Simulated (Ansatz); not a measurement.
**AsF3+ (doublet): energies up the ladder**

Aim: energies up the ladder, for AsF3+ (doublet), with the cost of each level. Charge +1. Spin multiplicity 2.

Computed with Ansatz 0.2.0 (the levels named in each step, unless a step's input says otherwise).

**1. The starting structure**

Bond lengths: F1–As2 1.720 Å, As2–F3 1.720 Å, As2–F4 1.720 Å. Angles: F1–As2–F3 92.9°, F1–As2–F4 92.9°, F3–As2–F4 92.9°.

As a file:

```xyz
4

F    -0.8189   -1.1811   -0.5400
As   -0.0007   -0.0013    0.4071
F     1.4352   -0.1173   -0.5326
F    -0.6131    1.3030   -0.5327
```

**2. A rough first relaxation, PBE-D4/def2-SVP**

File input.yaml:

```yaml
crystal:
  periodic: [false, false, false]
  atoms:
    - { symbol: F, position_ang: [-0.81894, -1.18113, -0.54003] }
    - { symbol: As, position_ang: [-0.00073, -0.00132, 0.40707] }
    - { symbol: F, position_ang: [1.43524, -0.11733, -0.53262] }
    - { symbol: F, position_ang: [-0.61314, 1.30295, -0.53267] }
magnetization:
  spin_polarized: true
  initial_magnetization: 1
total_charge: 1
basis:
  gaussian: { orbitals: def2-SVP }
hamiltonian:
  xc: pbe
  dispersion: d4
relax:
  f_tol: 0.03
  max_steps: 200
```

Command:

```bash
$ ansatz run input.yaml --threads 4 --pin off --max-ram 10240MiB --backend cpu --events-out ev --progress --plain --runs-dir out
```

The runs that follow: Relaxation, PBE0-D4/def2-TZVPP; Frequencies, PBE0-D4/def2-TZVPP; Single point, PBE-D4/def2-TZVPP; Single point, r2SCAN-D4/def2-TZVPP; Single point, B3LYP-D4/def2-TZVPP; Single point, wB97M-V/def2-TZVPP; Single point, B2PLYP/def2-TZVPP; Single point, LDA/def2-TZVPP; Single point, PBE0-D4/def2-SVP; Single point, PBE-D4/def2-SVP; Single point, CCSD(T)/def2-TZVPP; Single point, MP2/def2-QZVPP.

Before running it: what results should come out? Wanted: F1–As2 at PBE0-D4/def2-TZVPP; As2–F3 at PBE0-D4/def2-TZVPP; As2–F4 at PBE0-D4/def2-TZVPP; frequencies at PBE0-D4/def2-TZVPP; energy at CCSD(T)/CBS.

**Answer**, as computed:

| quantity | value |
| --- | --- |
| F1–As2 at PBE0-D4/def2-TZVPP | 1.655 Å |
| As2–F3 at PBE0-D4/def2-TZVPP | 1.655 Å |
| As2–F4 at PBE0-D4/def2-TZVPP | 1.655 Å |
| frequencies at PBE0-D4/def2-TZVPP | 239 to 828 cm⁻¹ |
| energy at CCSD(T)/CBS | -68953.754 eV |

**Reading.** No mode is imaginary, so the geometry is a minimum. These totals serve in differences with atoms or fragments at the same level; alone they don't rank the methods.
